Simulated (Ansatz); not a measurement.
I need harmonic frequencies at the relaxed geometry of ClFGa, SMILES [F][Ga][Cl]. Use the Python package of Ansatz (0.2.0). Level of theory (for the species named): CAM-B3LYP, def2-SVP basis, multiplicity 2.

```xyz
3

F    -1.5323    0.5233   -0.7902
Ga   -0.0356    0.4168    0.0286
Cl    1.5570   -1.0049    0.7483
```

`clfga.py`:
```python
"""Harmonic frequencies of ClFGa at its relaxed geometry."""

from dataclasses import dataclass
import itertools

import ansatz as az
from ase import Atoms
from ase.data import atomic_numbers, covalent_radii
from ase.thermochemistry import IdealGasThermo
import numpy as np


@dataclass(frozen=True)
class Settings:
    basis_set: str = "def2-SVP"
    functional: str = "cam_b3lyp"


cfg = Settings()

atoms = Atoms(["F", "Ga", "Cl"], positions=[
    (-1.5323, 0.5233, -0.7902),
    (-0.0356, 0.4168, 0.0286),
    (1.557, -1.0049, 0.7483),
])
system = az.Crystal.molecule_from_ase(atoms)

setup = system.calculation().basis(gaussian=cfg.basis_set).functional(cfg.functional).spin("collinear", total=1)
symbols = [site.symbol for site in system.cartesian_sites]
start = np.array([site.position_ang for site in system.cartesian_sites], dtype=float)
summary = setup.relax(force_tolerance=0.003).run(threads=1).report
end = np.array(summary["positions_ang"])

# pairs closer than 1.2 times the sum of covalent radii, before or after
radius = [covalent_radii[atomic_numbers[s]] for s in symbols]
span = lambda where, i, j: np.linalg.norm(where[i] - where[j])
bonded = [(i, j) for i, j in itertools.combinations(range(len(symbols)), 2) if min(span(start, i, j), span(end, i, j)) < 1.2 * (radius[i] + radius[j])]
print("pair        before    after (A)")
for i, j in bonded:
    print(f"{symbols[i]}{i}-{symbols[j]}{j}".ljust(10), f"{span(start, i, j):8.4f} {span(end, i, j):8.4f}")

# frequencies need a stationary point, so they are taken at the relaxed geometry
minimum = az.Crystal.molecule()
for symbol, place in zip(symbols, end):
    minimum = minimum.atom(symbol, place.tolist())
vibrating = minimum.calculation()
vibrating = vibrating.basis(gaussian=cfg.basis_set)
vibrating = vibrating.functional(cfg.functional)
vibrating = vibrating.spin("collinear", total=1)
vibrating = vibrating.phonons(temperatures=(298.15, 498.15, 100))
vib = vibrating.run(threads=1).report["vibrations"]
sums = vib["harmonic_sums"]
modes = [m["omega_inv_cm"] for m in sums["modes_at_gamma"] if m["rigid_motion"] == "no"]
for number, w in enumerate(modes, start=1):
    print(f"mode {number:2d} {w:9.1f} 1/cm {w / 8065.544 * 1000:8.2f} meV")
print("imaginary modes:", sum(w < 0 for w in modes), " zero-point energy:", round(sums["zero_point_energy_ev"], 4), "eV")
# rigid rotor and ideal gas, symmetry number taken as one
gas = IdealGasThermo(vib_energies=[w / 8065.544 for w in modes if w > 0], geometry="linear" if len(modes) == 3 * len(symbols) - 5 else "nonlinear",
                     atoms=Atoms(symbols, positions=end), symmetrynumber=1, spin=0.5)
print(f"H(298 K) - E = {gas.get_enthalpy(298.15, verbose=False):.4f} eV")
print(f"S(298 K, 1 bar) = {96485.33 * gas.get_entropy(298.15, 1e5, verbose=False):.1f} J/(mol K) with symmetry number 1")
```

```console
$ python clfga.py
pair        before    after (A)
F0-Ga1       1.7094   1.7520
Ga1-Cl2      2.2529   2.1643
mode  1     153.8 1/cm    19.07 meV
mode  2     399.3 1/cm    49.50 meV
mode  3     697.4 1/cm    86.46 meV
imaginary modes: 0  zero-point energy: 0.0775 eV
H(298 K) - E = 0.2091 eV
S(298 K, 1 bar) = 296.1 J/(mol K) with symmetry number 1
```

These settings explore the input space; basis and method may be short of convergence. The frequencies are harmonic and unscaled, in a modest basis. The run takes the species as open-shell (spin multiplicity 2), which needn't be its ground state. The entropy takes a symmetry number of 1; a symmetric molecule's is lower by R ln(sigma). Wall time of the script: 48 s on 1 thread of AMD EPYC 7B13 (Zen 3), with other jobs on the host, peak memory 0.32 GiB.
